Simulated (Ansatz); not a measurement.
This script makes an equation of state with a fit of In, space group P6_3/mmc with the Ansatz DFT code, driven from Python.

The script, `run_eos.py`:
```python
# -*- coding: utf-8 -*-
import ansatz as az
import numpy as np
from pymatgen.analysis.eos import EOS

vectors0 = np.array([
    [3.335485, 0.0, 0.0],
    [-1.667742, 2.888615, 0.0],
    [0.0, 0.0, 5.509143],
])
sites = [
    ("In", (1 / 3, 2 / 3, 0.25)),
    ("In", (2 / 3, 1 / 3, 0.75)),
]


def make_crystal(cell):
    crystal = az.Crystal(lattice=az.Lattice.of(cell))
    for symbol, position in sites:
        crystal = crystal.atom(symbol, position)
    return crystal


def main():
    volumes, energies, pressures = [], [], []
    for scale in np.linspace(0.9, 1.1, 9):
        cell = vectors0 * scale ** (1 / 3)
        base = (
            make_crystal(cell).calculation()
            .occupations("fermi_dirac", width=0.1)
            .basis(23 * az.Ha)
            .functional("r2scan")
            .kpoints(8, 8, 4)
            .stress()
        )
        summary = base.run(threads=1).report
        volumes.append(abs(np.linalg.det(cell)) / len(sites))
        energies.append(summary["free_energy_ev"] / len(sites))
        pressures.append(np.trace(summary["stress_gpa"]) / 3)
        print(f"V = {volumes[-1]:8.4f} A^3/atom  F = {energies[-1]:.5f} eV/atom  P = {pressures[-1]:8.3f} GPa")

    for form in ["murnaghan", "birch_murnaghan", "vinet"]:
        fit = EOS(eos_name=form).fit(volumes, energies)
        print(f"{form:18s} V0 {fit.v0:8.4f} A^3/atom  B0 {fit.b0_GPa:7.1f} GPa  B1 {fit.b1:5.2f}")


if __name__ == "__main__":
    main()
```

Where does the minimum lie against the volume typed, and how stiff is the crystal?

A third-order Birch-Murnaghan fit through the 9 points has its minimum at 26.45 Å³ an atom, 0.3 % below the typed cell, with a bulk modulus of 40 GPa and dB/dP = 5.7. From that minimum the energy rises by 38.9 meV an atom on the compressed side and 28.3 meV on the expanded side.

The run itself:

```console
$ python run_eos.py
V =  23.8861 A^3/atom  F = -5611.73480 eV/atom  P =    5.425 GPa
V =  24.5496 A^3/atom  F = -5611.75356 eV/atom  P =    3.681 GPa
V =  25.2131 A^3/atom  F = -5611.76565 eV/atom  P =    2.195 GPa
V =  25.8766 A^3/atom  F = -5611.77205 eV/atom  P =    0.934 GPa
V =  26.5401 A^3/atom  F = -5611.77365 eV/atom  P =   -0.131 GPa
V =  27.2036 A^3/atom  F = -5611.77120 eV/atom  P =   -1.027 GPa
V =  27.8671 A^3/atom  F = -5611.76534 eV/atom  P =   -1.781 GPa
V =  28.5306 A^3/atom  F = -5611.75661 eV/atom  P =   -2.419 GPa
V =  29.1941 A^3/atom  F = -5611.74544 eV/atom  P =   -2.963 GPa
murnaghan          V0  26.4549 A^3/atom  B0    39.5 GPa  B1  5.69
birch_murnaghan    V0  26.4538 A^3/atom  B0    39.8 GPa  B1  5.72
vinet              V0  26.4536 A^3/atom  B0    39.8 GPa  B1  5.73
```

What to keep in mind:
- Total energies depend on the potentials; only differences at equal settings carry meaning.
- Shape and fractional positions are held along the curve, so the bulk modulus is an upper value where they are free to relax, by a factor of two or more in layered or hydrogen-bonded cells.
- For a metal this k-point mesh is coarse: on a finer one energies can move by several to tens of meV an atom and pressures by half a GPa or more, differences at one mesh by less.
- Pressure is positive in compression.
- This isn't the structure that In takes at ambient conditions.
- Timing: 14 s on 1 thread of AMD EPYC 9R45 96-Core Processor (Zen 5) (shared host), peak memory 0.72 GiB.

(A comment or docstring line of the script was reworded after the run, the code is as it ran; lines on the test bed's own set-up are left out of the output.)
